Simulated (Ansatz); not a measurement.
# BH6N3: the cost of one run

All numbers below are computed with Ansatz 0.2.0 (RKS BLYP-D4/def2-SVP).

## (1) Starting point

Bond lengths: B1–N2 1.550 Å, N2–H3 1.060 Å, N2–H4 1.060 Å, B1–N5 1.550 Å, N5–H6 1.060 Å, N5–H7 1.060 Å, B1–N8 1.550 Å, N8–H9 1.060 Å, N8–H10 1.060 Å. Angles: B1–N2–H3 120.0°, B1–N2–H4 120.0°, H3–N2–H4 120.0°, N2–B1–N5 120.0°, N2–B1–N8 120.0°, N5–B1–N8 120.0°, B1–N5–H6 120.0°, B1–N5–H7 120.0°, H6–N5–H7 120.0°, B1–N8–H9 120.0°, B1–N8–H10 120.0°, H9–N8–H10 120.0°.

Coordinates:

```xyz
10

B     0.0000    0.0000    0.0000
N     0.0000    0.0000    1.5500
H    -0.8770   -0.2713    2.0800
H     0.8770    0.2713    2.0800
N     1.3423    0.0000   -0.7750
H     1.8089   -0.9179   -1.0268
H     1.7937    0.9179   -1.0532
N    -1.3423    0.0000   -0.7750
H    -2.0112   -0.8164   -0.6764
H    -1.5914    0.8164   -1.4036
```

## (2) Preparing the start

Contents of input.yaml:

```yaml
crystal:
  periodic: [false, false, false]
  atoms:
    - { symbol: B, position_ang: [0.0, 0.0, 0.0] }
    - { symbol: "N", position_ang: [0.0, 0.0, 1.55] }
    - { symbol: H, position_ang: [-0.877, -0.2713, 2.08] }
    - { symbol: H, position_ang: [0.877, 0.2713, 2.08] }
    - { symbol: "N", position_ang: [1.3423, 0.0, -0.775] }
    - { symbol: H, position_ang: [1.8089, -0.9179, -1.0268] }
    - { symbol: H, position_ang: [1.7937, 0.9179, -1.0532] }
    - { symbol: "N", position_ang: [-1.3423, 0.0, -0.775] }
    - { symbol: H, position_ang: [-2.0112, -0.8164, -0.6764] }
    - { symbol: H, position_ang: [-1.5914, 0.8164, -1.4036] }
basis:
  gaussian: { orbitals: def2-SVP }
hamiltonian:
  xc: blyp
  dispersion: d4
relax:
  f_tol: 0.02
  max_steps: 40
```

Started as:

```bash
> ansatz run input.yaml --threads 1 --pin off --max-ram 2048MiB --backend cpu --events-out ev --progress --plain --runs-dir out
```

**Question.** How long does this run take on 1 thread of Arm Neoverse V2, shared host, and how much memory does it need?

About 28 s, with a peak of 0.11 GiB.
